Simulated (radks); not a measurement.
# Rb²⁺ in [Ar] 3d10 4s2 4p4 4d1: an all-electron calculation

One table from this session's results is given with a row withheld; the runs are named, their logs left out.

Program: radks (a radial shooting solver on a logarithmic mesh, Libxc functionals) version 1. Level of theory: scalar-relativistic Kohn-Sham, exchange-only PBE, spin-polarised, spherical densities, point nucleus; open shells are filled with parallel spins first. These are calculated values, not measurements, unless marked.

**The system**

```
element       : rubidium (Z = 37)
charge        : +2
electrons     : 35
configuration : [Ar] 3d10 4s2 4p4 4d1
```

Outer shells as boxes (Hund's rule):

Rb²⁺
```
[Ar] core
3d [↑↓][↑↓][↑↓][↑↓][↑↓]
4s [↑↓]
4p [↑↓][↑ ][↑ ]
4d [↑ ][  ][  ][  ][  ]
```

The first run:

The run's settings:

```text
Z 37
configuration [Ar] 3d10 4s2 4p4 4d1
relativity scalar-relativistic
functional pbe,
spin polarised
nucleus point
c 137.035999084
```

One of the session's tables, all rows but one given; the rest of the session is left out.

It belongs to the step «Radial structure». Sizes of the orbitals, from the radial functions (bohr):

```
  level      <r>  outermost maximum (interpolated)  90 % within  nodes
  1s up  0.04029                            0.0263       0.0721      0
1s down  0.04029                            0.0263       0.0721      0
  2s up   0.1778                             0.150        0.275      1
2s down   0.1778                             0.150        0.275      1
  2p up   0.1551                             0.120        0.253      0
2p down   0.1551                             0.120        0.253      0
  3s up   0.5106                             0.451        0.758      2
3s down   0.5105                             0.451        0.758      2
  3p up   0.5187                             0.446        0.789      1
3p down   0.5184                             0.446        0.789      1
  3d up        ?                                 ?            ?      ?
3d down   0.5236                             0.393        0.852      0
  4s up    1.410                              1.25         2.06      3
4s down    1.405                              1.23         2.06      3
  4p up    1.612                              1.39         2.40      2
4p down    1.621                              1.38         2.43      2
  4d up    2.463                              1.95         3.85      1
4d down    2.635                              2.06         4.14      1
```

**Question.** Estimate the row for 3d up.

**Answer.** <r>: 0.5251; outermost maximum (interpolated): 0.393; 90 % within: 0.856; nodes: 0. In the column «<r>» it lies between 3d down (0.5236) and 4s down (1.405).
